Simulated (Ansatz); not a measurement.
Run this with Ansatz 0.2.0 through its Python package and show what comes out.

Script `opt.py`:
```python
"""Geometry optimisation of CH7B2ClSi."""

import itertools

import ansatz as az
from ase import Atoms
from ase.data import atomic_numbers, covalent_radii
import numpy as np
import pandas as pd

atoms = Atoms(["C", "B", "B", "Si", "Cl", "H", "H", "H", "H", "H", "H", "H"], positions=[
    (-1.7635, 1.0226, -0.8343),
    (-0.7865, -0.0943, -0.5013),
    (0.541, 0.2156, 0.394),
    (1.8808, -1.2176, 0.8052),
    (0.9219, 1.9048, 1.0219),
    (-2.6422, 0.6728, -1.4585),
    (-2.1975, 1.495, 0.0961),
    (-1.2579, 1.883, -1.4258),
    (-0.9796, -1.1703, -0.8521),
    (2.3318, -1.7837, -0.4241),
    (1.0898, -2.2791, 1.5763),
    (2.9388, -0.704, 1.6363),
])
geometry = az.Crystal.molecule_from_ase(atoms)

calc = (
    geometry.calculation()
    .basis(gaussian="def2-SVP")
    .functional("r2scan")
)
symbols = [site.symbol for site in geometry.cartesian_sites]
start = np.array([site.position_ang for site in geometry.cartesian_sites], dtype=float)
summary = calc.relax(force_tolerance=0.01, max_steps=100).run(threads=1, pin="off").report
end = np.array(summary["positions_ang"])

for key in ("converged", "free_energy_ev", "reference_energy_ev", "n_frozen", "n_occupied", "n_virtual"):
    print(f"{key:22s} {summary[key]}")

# pairs closer than 1.2 times the sum of covalent radii, before or after
radius = [covalent_radii[atomic_numbers[s]] for s in symbols]
span = lambda where, i, j: np.linalg.norm(where[i] - where[j])
bonded = [(i, j) for i, j in itertools.combinations(range(len(symbols)), 2) if min(span(start, i, j), span(end, i, j)) < 1.2 * (radius[i] + radius[j])]
print("pair        before    after (A)")
for i, j in bonded:
    print(f"{symbols[i]}{i}-{symbols[j]}{j}".ljust(10), f"{span(start, i, j):8.4f} {span(end, i, j):8.4f}")

charges = summary["charge_distribution"]
table = pd.DataFrame({"atom": symbols, "mulliken": charges["mulliken_charges_e"], "lowdin": charges["lowdin_charges_e"]})
print(table.round(3).to_string())
print("dipole (e A):", np.round(charges["dipole_moment_e_ang"], 4) + 0.0)
```

Running `python opt.py` prints:
```text
converged              True
free_energy_ev         -22892.48557878578
reference_energy_ev    -22892.48557878578
n_frozen               0
n_occupied             [27, 27]
n_virtual              [86, 86]
pair        before    after (A)
C0-B1        1.5208   1.5646
C0-H5        1.1332   1.1016
C0-H6        1.1301   1.1110
C0-H7        1.1601   1.0996
B1-B2        1.6309   1.6657
B1-H8        1.1481   1.2192
B2-Si3       2.0045   2.0335
B2-Cl4       1.8419   1.7751
Si3-H9       1.4266   1.4968
Si3-H10      1.5320   1.4974
Si3-H11      1.4401   1.4989
   atom  mulliken  lowdin
0     C    -0.164   0.027
1     B     0.058  -0.185
2     B    -0.047  -0.513
3    Si     0.243   0.315
4    Cl    -0.113   0.386
5     H     0.068   0.034
6     H     0.077   0.066
7     H     0.053   0.023
8     H    -0.002   0.017
9     H    -0.068  -0.067
10    H    -0.053  -0.052
11    H    -0.052  -0.050
dipole (e A): [-0.1569  0.099  -0.201 ]
```

Caveats:
- Total energies depend on the basis set; only differences at equal settings carry meaning.
- The end point is the stationary point reached from this start; no frequency run checks that it is a minimum, and the basis set is modest.
- The Löwdin charges here are taken after orthogonalising the functions within each atom; they differ from plain Löwdin charges, and their signs can be unphysical.
- Run time: 4.4 min on 1 thread of Arm Neoverse V2, on a shared host, peak memory 0.29 GiB.
